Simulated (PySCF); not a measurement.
# Zr₂Cl⁺: structure of the triplet

The task is one start of a wider search on Zr₂Cl⁺: the triplet, from a B3LYP minimum start. It is relaxed, tested by its Hessian and followed downhill if it is a saddle.

The runs use PySCF 2.14.0; B3LYP, basis Cl def2-TZVP, Zr def2-TZVP with ECP28, scalar-relativistic core potentials, no spin–orbit coupling, density fitting.

### Step 1. The system as given

3 atoms, charge 1, spin multiplicity 3.

Bond lengths: Cl1–Zr2 2.507 Å, Cl1–Zr3 2.507 Å, Zr2–Zr3 2.312 Å. Angles: Zr2–Cl1–Zr3 54.9°, Cl1–Zr2–Zr3 62.5°, Cl1–Zr3–Zr2 62.5°.

```xyz
3
charge 1 multiplicity 3
Cl    0.0000    0.0000   -1.8629
Zr    1.1559    0.0000    0.3620
Zr   -1.1559    0.0000    0.3620
```

### Step 2. First SCF at the start

One driver script runs all steps and calls PySCF; scf.py shows how it sets up the SCF of each step. The optimiser is the driver's own. After this first run the driver tries any further starts and a stability analysis.

Contents of scf.py:

```python
from pyscf import gto, scf, dft
mol = gto.M(atom='''
Cl    -0.000000     0.000000    -1.862920
Zr     1.155850    -0.000000     0.362040
Zr    -1.155850     0.000000     0.362040''',
    basis={'Cl': 'def2-TZVP', 'Zr': 'def2-TZVP'},
    ecp={'Zr': 'def2-TZVP'},
    charge=1, spin=2)
mf = dft.UKS(mol, xc='B3LYP')
mf.grids.atom_grid = (50, 194)
aux = {'Cl': 'def2-universal-JKFIT', 'Zr': 'def2-universal-JKFIT'}
mf = mf.density_fit(auxbasis=aux)
mf.conv_tol = 1e-08
mf.diis_space = 10
mf.max_cycle = 60
mf.init_guess = 'minao'
mf.verbose = 4
mf.kernel()
```

On the command line:

```
$ OMP_NUM_THREADS=4 python axn.py task.json out
```

The runs that follow: Relaxation: B3LYP minimum start, triplet; Frequencies.

Q: Predict the outcome of this session. Wanted: minimum; geometry; wavenumbers; dipole moment; highest occupied, lowest empty level; polar-tensor charge of Cl1; zero-point energy; ⟨S²⟩.

**Answer**, as computed:

| quantity | value |
| --- | --- |
| minimum | triplet, C2v |
| geometry | Cl–Zr 2.492 Å (×2), Zr–Zr 2.318 Å; Cl–Zr–Zr 62.3° (×2), Zr–Cl–Zr 55.4° |
| wavenumbers (cm⁻¹) | 203 (b2), 283 (a1), 364 (a1) |
| dipole moment (centre of mass) | 3.40 D |
| highest occupied, lowest empty level (either spin) | -9.38, -7.58 eV |
| polar-tensor charge of Cl1 | -0.31 e |
| zero-point energy | 5.1 kJ/mol |
| entropy at 298.15 K | 315.6 J/(mol K) |
| ⟨S²⟩ | 2.007 |

In words: The B3LYP minimum start keeps its C2v symmetry and ends in a minimum. The strongest infrared band lies at 364 cm⁻¹ (a1). Other starts or spin states, not run here, may lie lower. One determinant may miss the lowest occupation of an open d or f shell.
